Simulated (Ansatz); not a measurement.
# CH₂F₂Zn: up Jacob's ladder to CCSD(T)

The task here is to estimate one member of a computed series from the others.

The runs use Ansatz 0.2.0, Gaussian basis; functionals in def2-TZVPP, the program's frozen cores in correlated methods.

Plan: LDA (SPW92), PBE-D4, revPBE-D4, BLYP-D4, r2SCAN-D4, B97M-V, PBE0-D4, B3LYP-D4, r2SCANh-D4, r2SCAN0-D4, HSE06-D4, BHLYP-D4, CAM-B3LYP-D4, LC-ωPBE, ωB97X-V, ωB97M-V, B2PLYP, PBE-QIDH; CCSD(T)/def2-SVP; CCSD(T)/def2-TZVPP; MP2/def2-QZVPP; extrapolation to the limit; RPA on PBE.

**Structure used throughout**

The geometry comes from an earlier relaxation with PBE0-D4 in a triple-zeta def2 set; it is a stationary point.

SMILES `F[CH2][Zn][F]`, 6 atoms, charge 0, spin multiplicity 1.

Atoms are counted from 1 here; the program's logs count them from 0.

Bond lengths: F1–C2 1.391 Å, C2–Zn3 1.944 Å, C2–H5 1.094 Å, C2–H6 1.094 Å, Zn3–F4 1.750 Å. Angles: F1–C2–Zn3 110.0°, F1–C2–H5 108.1°, F1–C2–H6 108.1°, Zn3–C2–H5 111.3°, Zn3–C2–H6 111.3°, H5–C2–H6 108.0°, C2–Zn3–F4 180.0°.

Set-up of the first run:

File in.yaml:

```yaml
crystal:
  periodic: [false, false, false]
  atoms:
    - {symbol: F, position_ang: [-1.451421, 0.843575, 0.410410]}
    - {symbol: C, position_ang: [-0.096243, 0.697824, 0.132892]}
    - {symbol: Zn, position_ang: [0.306493, -1.162727, -0.260833]}
    - {symbol: F, position_ang: [0.668119, -2.838324, -0.615219]}
    - {symbol: H, position_ang: [0.147732, 1.344732, -0.714430]}
    - {symbol: H, position_ang: [0.467419, 1.050920, 1.000980]}
basis:
  gaussian: {orbitals: def2-TZVPP}
hamiltonian: {xc: lda}
output: {orbitals: {seedname: orbitals}}
```

Run with:

```bash
$ ansatz run in.yaml --threads 2 --pin off --events-out ev --progress --plain --max-ram 4352MiB
```

Steps of the session up to this table: LDA; PBE-D4 (GGA); revPBE-D4 (GGA); BLYP-D4 (GGA); r2SCAN-D4 (meta-GGA); B97M-V (meta-GGA); PBE0-D4 (hybrid); B3LYP-D4 (hybrid); r2SCANh-D4 (hybrid); r2SCAN0-D4 (hybrid); HSE06-D4 (hybrid); BHLYP-D4 (hybrid); CAM-B3LYP-D4 (range-separated); LC-ωPBE (range-separated); ωB97X-V (range-separated); ωB97M-V (range-separated); B2PLYP (double hybrid); PBE-QIDH (double hybrid).

One table of the session follows, with a row left open; its other results are not shown here.

It belongs to the step «Frontier levels by functional». 

| functional | HOMO (eV) | gap (eV) |
| --- | --- | --- |
| LDA (SPW92) | -7.33 | 5.46 |
| PBE-D4 | -7.07 | 5.42 |
| revPBE-D4 | -6.97 | 5.42 |
| BLYP-D4 | -7.01 | 5.33 |
| r2SCAN-D4 | ? | ? |
| B97M-V | -7.36 | 5.75 |
| PBE0-D4 | -8.40 | 7.61 |
| B3LYP-D4 | -8.24 | 7.09 |
| r2SCANh-D4 | -7.83 | 6.82 |
| r2SCAN0-D4 | -8.58 | 8.01 |
| HSE06-D4 | -7.99 | 6.84 |
| BHLYP-D4 | -9.68 | 9.52 |
| CAM-B3LYP-D4 | -9.85 | 9.85 |
| LC-ωPBE | -11.11 | 12.37 |
| ωB97X-V | -10.74 | 11.84 |
| ωB97M-V | -10.68 | 11.39 |

Q: Estimate the row for r2SCAN-D4 from the others.

Worked estimate for «HOMO (eV)». Against the share of exact exchange, r2SCANh-D4 (0.1, -7.83), r2SCAN0-D4 (0.25, -8.58) give a slope of -5.00 per unit share; at 0 the line stands at -7.33.

**Answer.** HOMO (eV): -7.32; gap (eV): 6.01. In «HOMO (eV)» the line misses by -0.01.
